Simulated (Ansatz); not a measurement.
# GeP₂H (quartet): wave-function methods side by side, cc-pVDZ

One table from this session's results is given with a row withheld; the runs are named, their logs left out.

Method: cc-pVDZ, core rule «outside noble gas», up to 24 orbitals frozen; program: Ansatz 0.2.0, Gaussian basis.

To be run: UHF; CCSD(T) on ROHF; CCSD(T) on UHF; BCCD(T) on ROHF; CISD; CCSDT(Q) on ROHF; CCSDT(Q) on UHF.

32 further runs of the same task are left out: 5 for a known fault of the program, 11 that didn't finish, 16 set aside as unsound or not needed.

## The geometry

The geometry is a PBE0/def2-TZVP stationary point (not a proven minimum). No spin-orbit coupling is included. The filled d shell of Ge may be among the frozen orbitals whatever the setting's name suggests; the logs give the count.

4 atoms, charge 0, spin multiplicity 4.

Atoms are counted from 1 here; the program's logs count them from 0.

Bond lengths: Ge1–P2 2.250 Å, P2–P3 2.070 Å, P2–H4 1.417 Å. Angles: Ge1–P2–P3 136.7°, Ge1–P2–H4 118.0°, P3–P2–H4 105.3°.

Coordinates:

```xyz
4
charge 0, multiplicity 4
Ge    0.0000   -0.1191    1.4243
P     0.0000    0.5579   -0.7219
P     0.0000   -0.3421   -2.5866
H     0.0000    1.9517   -0.9790
```

Set-up of the first run:

The input, in.yaml:

```yaml
crystal:
  periodic: [false, false, false]
  atoms:
    - {symbol: Ge, position_ang: [0.000000, -0.119118, 1.424328]}
    - {symbol: P, position_ang: [0.000000, 0.557898, -0.721905]}
    - {symbol: P, position_ang: [0.000000, -0.342056, -2.586585]}
    - {symbol: H, position_ang: [0.000000, 1.951740, -0.979040]}
basis:
  gaussian: {orbitals: cc-pVDZ}
magnetization: {spin_polarized: true, initial_magnetization: 3}
hamiltonian: {xc: hf}
output: {orbitals: {seedname: orbitals}}
```

Launch:

```sh
> ansatz run in.yaml --threads 1 --pin off --events-out ev --progress --plain --max-ram 2393MiB
```

Among the steps run: UHF; CCSD(T) on ROHF; CCSD(T) on UHF; BCCD(T) on ROHF; CISD; CCSDT(Q) on ROHF; CCSDT(Q) on UHF.

One of the session's tables, all rows but one given; the rest of the session is left out.

It belongs to the step «Misses and costs». 

| method | from UCCSDT(Q) (kcal/mol) |
| --- | --- |
| ROHF | +207.16 |
| UHF | ? |
| RMP2 | +38.46 |
| UMP2 | +38.87 |
| CISD | +35.71 |
| RCCSD | +10.69 |
| UCCSD | +10.13 |
| RCCSD(T) | +2.22 |
| UCCSD(T) | +2.12 |
| BCCD(T) | +2.03 |
| RCCSDT | +0.92 |
| UCCSDT | +0.75 |
| RCCSDT(Q) | +0.15 |
| UCCSDT(Q) | 0 |

Estimate the missing values for UHF.

**Answer.** from UCCSDT(Q) (kcal/mol): +197.78. In the column «from UCCSDT(Q) (kcal/mol)» it lies between UMP2 (+38.87) and ROHF (+207.16).

With the free atoms at the same levels and basis (separate runs), the atomisation energy is 6.406 eV at UCCSDT(Q), 6.347 eV at RCCSD(T), 6.342 eV at UCCSD(T), 3.574 eV at ROHF.

Limits of these values: Restricted and unrestricted rows rest on different reference determinants; where their highest levels disagree by more than a few hundredths of an eV, they describe different states and don't form one ladder.
